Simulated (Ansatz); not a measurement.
**CH₈ClGeNSi: how energies converge with the basis set**

An exercise on one series of results from a longer session: the logs are not shown, and one member is left open.

Program: Ansatz 0.2.0, Gaussian basis. Level of theory: one geometry, several basis sets. These are calculated values, not measurements.

Plan: PBE0-D4/def2-SVP; ωB97M-V/def2-SVP; PBE0-D4/def2-QZVPP; ωB97M-V/def2-QZVPP; the functionals' def2-TZVPP values are taken from earlier runs.

## The relaxed structure

An earlier PBE0-D4 in a triple-zeta def2 set relaxation fixed the geometry.

SMILES `C[N]([GeH3])[SiH2]Cl`, 13 atoms, charge 0, spin multiplicity 1.

Atoms are counted from 1 here; the program's logs count them from 0.

Bond lengths: C1–N2 1.458 Å, C1–H6 1.095 Å, C1–H7 1.096 Å, C1–H8 1.094 Å, N2–Ge3 1.850 Å, N2–Si4 1.699 Å, Ge3–H9 1.539 Å, Ge3–H10 1.532 Å, Ge3–H11 1.540 Å, Si4–Cl5 2.073 Å, Si4–H12 1.481 Å, Si4–H13 1.479 Å. Angles: N2–C1–H6 110.8°, N2–C1–H7 112.5°, N2–C1–H8 110.5°, H6–C1–H7 108.0°, H6–C1–H8 107.2°, H7–C1–H8 107.6°, C1–N2–Ge3 115.4°, C1–N2–Si4 119.4°, Ge3–N2–Si4 123.2°, N2–Ge3–H9 107.3°, N2–Ge3–H10 107.6°, N2–Ge3–H11 109.8°, H9–Ge3–H10 111.8°, H9–Ge3–H11 109.2°, H10–Ge3–H11 111.1°, N2–Si4–Cl5 113.7°, N2–Si4–H12 109.5°, N2–Si4–H13 109.0° and more.

As a file:

```xyz
13
charge 0, multiplicity 1
C    -1.3939   -0.5419    0.3441
N    -0.0841    0.0785    0.1807
Ge    1.3626   -1.0298    0.4963
Si    0.0416    1.5603   -0.6420
Cl   -0.1726    1.3920   -2.6969
H    -1.4697   -1.0409    1.3158
H    -1.6082   -1.2827   -0.4352
H    -2.1833    0.2145    0.3063
H     1.2425   -1.5363    1.9444
H     2.6353   -0.2024    0.2875
H     1.3188   -2.2322   -0.4655
H    -1.0553    2.4582   -0.2119
H     1.3868    2.1280   -0.4088
```

The first run:

File in.yaml:

```yaml
crystal:
  periodic: [false, false, false]
  atoms:
    - {symbol: C, position_ang: [-1.393875, -0.541891, 0.344061]}
    - {symbol: N, position_ang: [-0.084148, 0.078495, 0.180659]}
    - {symbol: Ge, position_ang: [1.362571, -1.029753, 0.496252]}
    - {symbol: Si, position_ang: [0.041647, 1.560292, -0.641971]}
    - {symbol: Cl, position_ang: [-0.172568, 1.392009, -2.696938]}
    - {symbol: H, position_ang: [-1.469736, -1.040911, 1.315812]}
    - {symbol: H, position_ang: [-1.608163, -1.282739, -0.435204]}
    - {symbol: H, position_ang: [-2.183308, 0.214491, 0.306344]}
    - {symbol: H, position_ang: [1.242488, -1.536348, 1.944400]}
    - {symbol: H, position_ang: [2.635346, -0.202380, 0.287548]}
    - {symbol: H, position_ang: [1.318772, -2.232226, -0.465533]}
    - {symbol: H, position_ang: [-1.055318, 2.458228, -0.211861]}
    - {symbol: H, position_ang: [1.386790, 2.128030, -0.408766]}
basis:
  gaussian: {orbitals: def2-SVP}
hamiltonian: {xc: pbe0, dispersion: d4}
output: {orbitals: {seedname: orbitals}}
```

Launch:

```bash
> ansatz run in.yaml --threads 4 --pin off --events-out ev --progress --plain --max-ram 11315MiB
```

Among the steps run: PBE0-D4 in def2-SVP; ωB97M-V in def2-SVP; PBE0-D4 in def2-QZVPP; ωB97M-V in def2-QZVPP.

One of the session's tables, all rows but one given; the rest of the session is left out.

It belongs to the step «Functionals by basis». 

```
functional       basis  HOMO (eV)  LUMO (eV)
   PBE0-D4    def2-SVP      -7.21       0.45
   PBE0-D4  def2-TZVPP          ?          ?
   PBE0-D4  def2-QZVPP      -7.30      -0.02
   ωB97M-V    def2-SVP      -9.44       2.30
   ωB97M-V  def2-TZVPP      -9.56       1.88
   ωB97M-V  def2-QZVPP      -9.57       1.52
```

**Question.** Estimate the row for PBE0-D4, def2-TZVPP.

The run gave: HOMO (eV): -7.29; LUMO (eV): 0.14. In the column «HOMO (eV)» it lies between PBE0-D4, def2-QZVPP (-7.30) and PBE0-D4, def2-SVP (-7.21).
